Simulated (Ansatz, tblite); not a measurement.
**Cis-[FeF2(H2O)4]+ (F2FeH8O4+): rung by rung**

How do method and basis change the picture of cis-[FeF2(H2O)4]+ (F2FeH8O4+) (sextet)?

The runs use Ansatz 0.2.0, Gaussian basis; as each input shows.

Levels to be run: GFN1-xTB, GFN2-xTB, PBE-D4/def2-TZVP, r2SCAN-D4/def2-TZVP, LDA/def2-TZVP, HSE06-D4/def2-TZVP, HF/def2-TZVP, BLYP-D4/def2-TZVP, LC-ωPBE/def2-TZVP, PBE-D4/def2-SVP, PBE0-D4/def2-SVP, HF/STO-3G, MP2/def2-TZVP, RPA/def2-TZVP.

## Step 1: The relaxed structure

The geometry is that of the sextet, from an earlier relaxation (PBE-D4/def2-SVP).

15 atoms, charge 1, spin multiplicity 6.

Bond lengths: Fe1–F2 1.810 Å, Fe1–O3 2.165 Å, Fe1–F6 1.819 Å, Fe1–O7 2.149 Å, Fe1–O10 2.153 Å, Fe1–O13 2.158 Å, O3–H4 0.978 Å, O3–H5 0.980 Å, O7–H8 0.978 Å, O7–H9 0.979 Å, O10–H11 0.981 Å, O10–H12 0.980 Å, O13–H14 0.981 Å, O13–H15 0.981 Å. Angles: F2–Fe1–O3 159.5°, F2–Fe1–F6 116.1°, F2–Fe1–O7 84.0°, F2–Fe1–O10 91.8°, F2–Fe1–O13 87.3°, O3–Fe1–F6 83.2°, O3–Fe1–O7 77.9°, O3–Fe1–O10 96.9°, O3–Fe1–O13 85.9°, F6–Fe1–O7 159.0°, F6–Fe1–O10 85.6°, F6–Fe1–O13 89.2°, O7–Fe1–O10 87.8°, O7–Fe1–O13 98.3°, O10–Fe1–O13 173.7°, Fe1–O3–H4 119.8°, Fe1–O3–H5 106.6°, H4–O3–H5 106.5° and more.

Geometry (Å):

```xyz
15

Fe    0.2743    0.0078    0.2959
F    -0.0766   -0.0885    2.0690
O    -0.0128   -0.1805   -1.8413
H    -0.5047   -0.9465   -2.1999
H     0.8808   -0.2102   -2.2431
F     2.0312    0.0981   -0.1678
O    -1.8602    0.1743    0.1115
H    -2.2838    0.8377   -0.4688
H    -2.2717    0.2567    0.9963
O     0.3520    2.1588    0.3586
H     1.2671    2.4081    0.1063
H     0.2406    2.4887    1.2751
O     0.4189   -2.1454    0.3103
H     0.1817   -2.4744    1.2035
H     1.3631   -2.3845    0.1944
```

Formally the metal is d5. No spin-orbit coupling is included. The ion is computed in the gas phase, without counter-ions or solvent.

PBE0-D4/def2-TZVP was run before; its log isn't repeated, and its numbers join the tables.

## Step 2: GFN1-xTB

Tight binding, by tblite at 300 K electronic temperature and without a spin-polarisation term:

```python
tblite.interface.Calculator('GFN1-xTB', numbers, positions, charge=1, uhf=5).singlepoint()
```

Energy -974.7577 eV; 0.042 s.

## Step 3: GFN2-xTB

Tight binding, by tblite at 300 K electronic temperature and without a spin-polarisation term:

```python
tblite.interface.Calculator('GFN2-xTB', numbers, positions, charge=1, uhf=5).singlepoint()
```

Energy -886.5356 eV; 0.016 s.

## Step 4: PBE-D4/def2-TZVP

start.molden holds the orbitals of an earlier run on this state, given as this run's starting guess.

in.yaml reads:

```yaml
crystal:
  periodic: [false, false, false]
  atoms:
    - {symbol: Fe, position_ang: [0.274300, 0.007756, 0.295890]}
    - {symbol: F, position_ang: [-0.076554, -0.088516, 2.068977]}
    - {symbol: O, position_ang: [-0.012753, -0.180458, -1.841261]}
    - {symbol: H, position_ang: [-0.504683, -0.946471, -2.199949]}
    - {symbol: H, position_ang: [0.880803, -0.210249, -2.243080]}
    - {symbol: F, position_ang: [2.031201, 0.098074, -0.167781]}
    - {symbol: O, position_ang: [-1.860215, 0.174268, 0.111503]}
    - {symbol: H, position_ang: [-2.283831, 0.837652, -0.468793]}
    - {symbol: H, position_ang: [-2.271668, 0.256689, 0.996270]}
    - {symbol: O, position_ang: [0.352007, 2.158815, 0.358640]}
    - {symbol: H, position_ang: [1.267066, 2.408051, 0.106279]}
    - {symbol: H, position_ang: [0.240614, 2.488705, 1.275067]}
    - {symbol: O, position_ang: [0.418878, -2.145414, 0.310288]}
    - {symbol: H, position_ang: [0.181682, -2.474407, 1.203505]}
    - {symbol: H, position_ang: [1.363144, -2.384505, 0.194434]}
basis:
  gaussian: {orbitals: def2-TZVP, initial_orbitals: start.molden}
total_charge: 1
magnetization: {spin_polarized: true, initial_magnetization: 5}
hamiltonian: {xc: pbe, dispersion: d4}
scf: {omitted_lower_state_checks: [starts]}
output: {orbitals: {seedname: orbitals}}
```

Command:

```bash
$ ansatz run in.yaml --threads 4 --pin off --events-out ev --progress --plain --max-ram 8704MiB
```

After this run come: r2SCAN-D4/def2-TZVP; LDA/def2-TZVP; HSE06-D4/def2-TZVP; HF/def2-TZVP; BLYP-D4/def2-TZVP; LC-ωPBE/def2-TZVP; PBE-D4/def2-SVP; PBE0-D4/def2-SVP; HF/STO-3G; MP2/def2-TZVP; RPA/def2-TZVP.

Q: Predict the results of all the runs planned. Wanted: gap in def2-TZVP, named functionals and Hartree-Fock, smallest and largest; correlation energy, MP2/def2-TZVP; ⟨S²⟩ in def2-TZVP, named functionals and Hartree-Fock, smallest and largest; PBE0 total energy, smallest basis above largest.

As calculated:

```
                                                                   quantity                           value
 gap in def2-TZVP, named functionals and Hartree-Fock, smallest and largest    1.07 eV (LDA), 17.22 eV (HF)
                                          correlation energy, MP2/def2-TZVP                       -52.06 eV
⟨S²⟩ in def2-TZVP, named functionals and Hartree-Fock, smallest and largest                    8.754, 8.757
                            PBE0 total energy, smallest basis above largest  21.56 eV (def2-SVP, def2-TZVP)
```

**Reading.** Orbital gaps of the named functionals and Hartree-Fock in def2-TZVP span 1.07 eV (LDA) to 17.22 eV (HF); exact exchange widens it. Over the named functionals and Hartree-Fock in def2-TZVP spin contamination reaches 0.01 (HF), which is small.
